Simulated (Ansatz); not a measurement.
# AsSe3: the cost of one run

Program: Ansatz 0.2.0. Level of theory: DFT PBE, scalar-relativistic, plane waves, PAW. These are calculated values, not measurements.

## (1) The starting structure

Symmetry: Pm-3m, No. 221, cubic system. The conventional cell has a = 5.124 Å, b = 5.124 Å, c = 5.124 Å, α = 90.00°, β = 90.00°, γ = 90.00°. As (site symmetry m-3m) is surrounded by 6 Se at 2.56 Å. Around Se (site symmetry 4/mmm) lie 2 As at 2.56 Å.

Coordinates:

```
As Se
1.0
     5.12441    0.00000    0.00000
     0.00000    5.12441    0.00000
     0.00000    0.00000    5.12441
As Se
1 3
Direct
  0.00000 0.00000 0.00000
  0.00000 0.00000 0.50000
  0.00000 0.50000 0.00000
  0.50000 0.00000 0.00000
```

Recipe of the guess: species swapped into a database cell of WO3 (Pm-3m, No. 221), with As on the W sites and Se on the O sites. The dimensions are guesses.

## (2) Probe: one point on a coarse mesh

Input file input.yaml:

```yaml
crystal:
  lattice:
    - [5.12441436, 0.0, 0.0]
    - [0.0, 5.12441436, 0.0]
    - [0.0, 0.0, 5.12441436]
  atoms:
    - { symbol: As, position: [0.0, 0.0, 0.0] }
    - { symbol: Se, position: [0.0, 0.0, 0.5] }
    - { symbol: Se, position: [0.0, 0.5, 0.0] }
    - { symbol: Se, position: [0.5, 0.0, 0.0] }
basis:
  ecutwfc: 420
kpoints:
  mp_grid: { grid: [4, 4, 4] }
hamiltonian:
  xc: pbe
scf:
  occupations: { method: gaussian, width: 0.1 }
  lower_state_search: "off"
output:
  forces: true
  stress: true
  eigenvalues: true
```

The run is started by

```bash
> ansatz run input.yaml --threads 1 --pin off --max-ram 2560MiB --backend cpu --events-out ev --progress --plain --runs-dir out
```

What time and memory should one allow on 1 thread of Arm Neoverse V2, shared host?

About 2.8 s, with a peak of 0.37 GiB.
